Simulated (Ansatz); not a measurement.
# GeH7NOSi: energies of removing a hydrogen

Wanted for GeH7NOSi: energies of removing a hydrogen.

Program: Ansatz 0.2.0 through its Python package. Level of theory: B3LYP/def2-TZVP. These are calculated values, not measurements.

### 1 The system

Bond lengths: N1–Ge2 1.811 Å, Ge2–Si3 2.294 Å, Si3–O4 1.647 Å, N1–H5 1.023 Å, N1–H6 1.116 Å, Ge2–H7 1.547 Å, Ge2–H8 1.588 Å, Si3–H9 1.527 Å, Si3–H10 1.494 Å, O4–H11 1.073 Å. Angles (14 of 16 angles, heavy atoms first): N1–Ge2–Si3 107.5°, Ge2–Si3–O4 112.1°, N1–Ge2–H7 111.3°, N1–Ge2–H8 111.1°, Si3–Ge2–H7 109.1°, Si3–Ge2–H8 109.8°, Ge2–N1–H5 110.2°, Ge2–N1–H6 107.1°, Ge2–Si3–H9 109.5°, Ge2–Si3–H10 109.8°, O4–Si3–H9 111.3°, O4–Si3–H10 107.6°, Si3–O4–H11 103.5°, H7–Ge2–H8 108.1°.

No structure file is read: the coordinates are typed or built in the script.

### 2 The script

bde_geh7nosi.py reads:

```python
# -*- coding: utf-8 -*-
import ansatz as az

BASIS_SET = "def2-TZVP"
XC = "B3LYP"


def energy(molecule, charge=0, unpaired=0):
    calc = molecule.calculation().basis(gaussian=BASIS_SET).functional(XC)
    if charge:
        calc = calc.charge(charge)
    if unpaired:
        calc = calc.spin("collinear", total=unpaired)
    return calc.run(threads=1).report["free_energy_ev"]

def without(molecule, index):
    rest = az.Crystal.molecule()
    for i, site in enumerate(molecule.cartesian_sites):
        if i != index:
            rest = rest.atom(site.symbol, site.position_ang)
    return rest


def main():
    mol = (
        az.Crystal.molecule()
        .atom("N", (-1.508, 1.09, -0.1317))
        .atom("Ge", (0.2131, 0.8084, -0.6188))
        .atom("Si", (0.9274, -1.0955, 0.4434))
        .atom("O", (0.0493, -2.4173, 0.003))
        .atom("H", (-1.5642, 1.2885, 0.8707))
        .atom("H", (-1.8268, 2.0544, -0.5931))
        .atom("H", (0.3396, 0.6123, -2.1478))
        .atom("H", (1.1326, 2.0342, -0.2016))
        .atom("H", (0.8875, -0.8816, 1.9545))
        .atom("H", (2.3555, -1.3634, 0.0942))
        .atom("H", (-0.9406, -2.1872, 0.3478))
    )

    whole = energy(mol, 0)
    hydrogen = energy(az.Crystal.molecule().atom("H", (0, 0, 0)), 0, 1)
    print(f"E(molecule) = {whole:.5f} eV, E(H) = {hydrogen:.5f} eV")
    for index in [5, 7, 9]:
        radical = energy(without(mol, index), 0, 1)
        print(f"H{index}: homolysis {(radical + hydrogen - whole):.3f} eV")
        anion = energy(without(mol, index), -1)
        print(f"H{index}: loss of a proton {(anion - whole):.3f} eV")


if __name__ == "__main__":
    main()
```

### 3 The calls as engine input

The package turns the script's settings into the engine's input (first run):

```yaml
crystal:
  periodic: [false, false, false]
  atoms:
    - { symbol: "N", position_ang: [-1.508, 1.09, -0.1317] }
    - { symbol: Ge, position_ang: [0.2131, 0.8084, -0.6188] }
    - { symbol: Si, position_ang: [0.9274, -1.0955, 0.4434] }
    - { symbol: O, position_ang: [0.0493, -2.4173, 0.003] }
    - { symbol: H, position_ang: [-1.5642, 1.2885, 0.8707] }
    - { symbol: H, position_ang: [-1.8268, 2.0544, -0.5931] }
    - { symbol: H, position_ang: [0.3396, 0.6123, -2.1478] }
    - { symbol: H, position_ang: [1.1326, 2.0342, -0.2016] }
    - { symbol: H, position_ang: [0.8875, -0.8816, 1.9545] }
    - { symbol: H, position_ang: [2.3555, -1.3634, 0.0942] }
    - { symbol: H, position_ang: [-0.9406, -2.1872, 0.3478] }
basis:
  gaussian:
    orbitals: def2-TZVP
hamiltonian:
  xc: b3lyp
```

### 4 The run

On the command line:

```sh
python bde_geh7nosi.py
```

Without the output at hand: what should come out? Wanted: weakest bond to hydrogen among those tried; easiest loss of a proton among those tried.

As calculated:

| quantity | value |
| --- | --- |
| weakest bond to hydrogen among those tried (homolysis) | H7 (counted from 0), 3.520 eV |
| easiest loss of a proton among those tried | H7, 16.471 eV |
| runs compared | 8 |

What this shows: Atoms are numbered as in the script, from 0. The fragments aren't relaxed and zero-point energy is left out, so these aren't bond dissociation enthalpies. Losing a bare proton in the gas phase costs far more than homolysis, as charges must be parted. All 8 runs converged (8 to 27 cycles). The geometry is a force-field or estimated start, not a minimum of this method, and the basis set is short of its limit. All parts are taken at fixed geometry, without zero-point energy. b3lyp holds the VWN-RPA fit, as in Gaussian; the form of ORCA and Turbomole is b3lyp5. Anions want diffuse functions, which this basis lacks.
